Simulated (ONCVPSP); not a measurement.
# Lutetium: generating and testing an ONCV potential

Do these settings give a usable potential? It is generated, then checked for transferability, scattering, ghosts and hardness.

The numbers are computed with ONCVPSP 4.0.1 (LDA (Perdew-Wang 92), scalar-relativistic, spin-unpolarised reference atom).

### Step 1. Starting point

The settings as typed:

```json
{
 "element": "lutetium (Lu, Z = 71)",
 "type": "optimised norm-conserving Vanderbilt (ONCV)",
 "frozen core": "[Kr] 4d10",
 "valence charge": "25",
 "reference configuration": "4f14 5s2 5p6 5d1 6s2",
 "partial waves": "5s+6s: rc 2.05 bohr, ncon 4, nbas 8, qcut 7.1 1/bohr, 2 projectors; 5p: rc 1.95 bohr, ncon 4, nbas 8, qcut 7.3 1/bohr, 1 projector; 5d: rc 2.90 bohr, ncon 3, nbas 8, qcut 5.8 1/bohr, 2 projectors, debl 3.7 Ha; 4f: rc 0.75 bohr, ncon 4, nbas 9, qcut 25.3 1/bohr, 2 projectors, debl 3.1 Ha",
 "local potential": "polynomial inside 0.45 bohr (lpopt 4, dvloc0 0 Ha)",
 "core correction": "Teter function, fcfact 3.75, rcfact 1.65"
}
```

An earlier all-electron run gives the scale for the radii.

All-electron outer shells of the reference configuration (LDA (PZ), scalar-relativistic, ld1.x):

```tsv
shell	level (eV)	outermost node (bohr)	outermost maximum (bohr)
4d	-191.71	0.23	0.48
5s	-61.19	0.57	1.04
5p	-31.78	0.61	1.19
4f	-9.81	–	0.47
6s	-4.81	1.41	3.00
5d	-1.92	0.68	1.84
6p	-1.40	1.73	4.32
```

### Step 2. Generation

Lu.dat

```
# ATOM AND REFERENCE CONFIGURATION
# atsym  z   nc   nv     iexc    psfile
  Lu 71.00    9    5  -001012      upf
#
#   n    l    f
    1    0    2.00
    2    0    2.00
    2    1    6.00
    3    0    2.00
    3    1    6.00
    3    2   10.00
    4    0    2.00
    4    1    6.00
    4    2   10.00
    4    3   14.00
    5    0    2.00
    5    1    6.00
    5    2    1.00
    6    0    2.00
#
# PSEUDOPOTENTIAL AND OPTIMIZATION
# lmax
    3
#
#   l,   rc,      ep,       ncon, nbas, qcut
    0    2.05    0.00    4    8    7.10
    1    1.95    0.00    4    8    7.30
    2    2.90    0.00    3    8    5.80
    3    0.75    0.00    4    9   25.30
#
# LOCAL POTENTIAL
# lloc, lpopt,  rc(5),   dvloc0
    4    4    0.45    0.00
#
# VANDERBILT-KLEINMAN-BYLANDER PROJECTORs
# l, nproj, debl
    0    2    2.90
    1    1    2.70
    2    2    3.70
    3    2    3.10
#
# MODEL CORE CHARGE
# icmod, fcfact, rcfact
    3    3.75    1.65
#
# LOG DERIVATIVE ANALYSIS
# epsh1, epsh2, depsh
   -4.00    5.00    0.02
#
# OUTPUT GRID
# rlmax, drl
    6.00    0.01
#
# TEST CONFIGURATIONS
# ncnf
    4
# nvcnf
#   n    l    f
    5
    4    3   14.00
    5    0    2.00
    5    1    6.00
    5    2    1.00
    6    0    1.00
#
    5
    4    3   14.00
    5    0    2.00
    5    1    6.00
    5    2    1.00
    6    0    0.00
#
    5
    4    3   14.00
    5    0    2.00
    5    1    6.00
    5    2    0.00
    6    0    0.00
#
    5
    4    3   13.00
    5    0    2.00
    5    1    6.00
    5    2    2.00
    6    0    2.00
#
```

On the command line:

```sh
oncvpsp.x < Lu.dat > Lu.out
```

**Question.** What will these runs give? Wanted: cutoffs for 1 and 0.1 mHa per electron, occupied waves; bound ghosts; GHOST(+) flags; largest test error; largest phase difference near zero energy, channels read; rms error of d²Exc/dn², without and with the model core.

As calculated:

```
                                                quantity                                                value
  cutoffs for 1 and 0.1 mHa per electron, occupied waves                                    248 Ha and 274 Ha
                                            bound ghosts   s at -1034.59 eV, p at -621.16 eV, d at -330.44 eV
                                          GHOST(+) flags                                           s at 63 eV
                            largest test error (AE − PS)  -38 meV, for 4f13 5s2 5p6 5d2 6s2 (1 test unsolved)
largest phase difference near zero energy, channels read                                            0.025 rad
 rms error of d²Exc/dn², without and with the model core                                    4.72 and 2.36 mHa
```

It has a bound ghost (s, p, d), a state that the atom doesn't have, and that rules the file out. The worst unpolarised test, 4f13 5s2 5p6 5d2 6s2, is off by 38 meV on 10.9 eV; by total energies transferability rates as fair where solved. Of the tests 1 gave no usable energy difference, which is a warning in itself. By its cutoff, 248 Ha for the looser tolerance, it is very hard. At the looser tolerance the 4f wave is the slowest; 5s needs 15 Ha. Near zero energy the phases of the channels with partial waves agree within 0.025 rad. The program also flags highly localised states, GHOST(+) (s). All of this concerns the isolated atom, not yet a solid.
